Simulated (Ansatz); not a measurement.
# CoF: the cost of one run

Program: Ansatz 0.2.0, Gaussian basis. Level of theory: def2-TZVPP, core rule «outside noble gas», up to 10 orbitals frozen. These are calculated values, not measurements.

The runs, in order: UHF; ROHF; CCSD(T) on UHF.

**1. The system**

The geometry is a PBE0/def2-TZVP stationary point (not a proven minimum) of the parent state, kept for this charge and spin.

2 atoms, charge 0, spin multiplicity 7.

Atoms are counted from 1 here; the program's logs count them from 0.

Bond lengths: Co1–F2 1.776 Å.

Coordinates:

```xyz
2
charge 0, multiplicity 7
Co    0.00000    0.00000    0.00000
F     0.00000    0.00000    1.77560
```

**2. UHF**

The input, in.yaml:

```yaml
crystal:
  periodic: [false, false, false]
  atoms:
    - {symbol: Co, position_ang: [0.000000, 0.000000, 0.000000]}
    - {symbol: F, position_ang: [0.000000, 0.000000, 1.775600]}
basis:
  gaussian: {orbitals: def2-TZVPP}
magnetization: {spin_polarized: true, initial_magnetization: 6}
hamiltonian: {xc: hf}
output: {orbitals: {seedname: orbitals}}
```

Launch:

```console
> ansatz run in.yaml --threads 1 --pin off --events-out ev --progress --plain --max-ram 2816MiB --backend cpu
```

**Question.** How long does this run take on 1 thread of AMD EPYC 7R13, shared host, and how much memory does it need?

About 12 s, with a peak of 0.29 GiB.
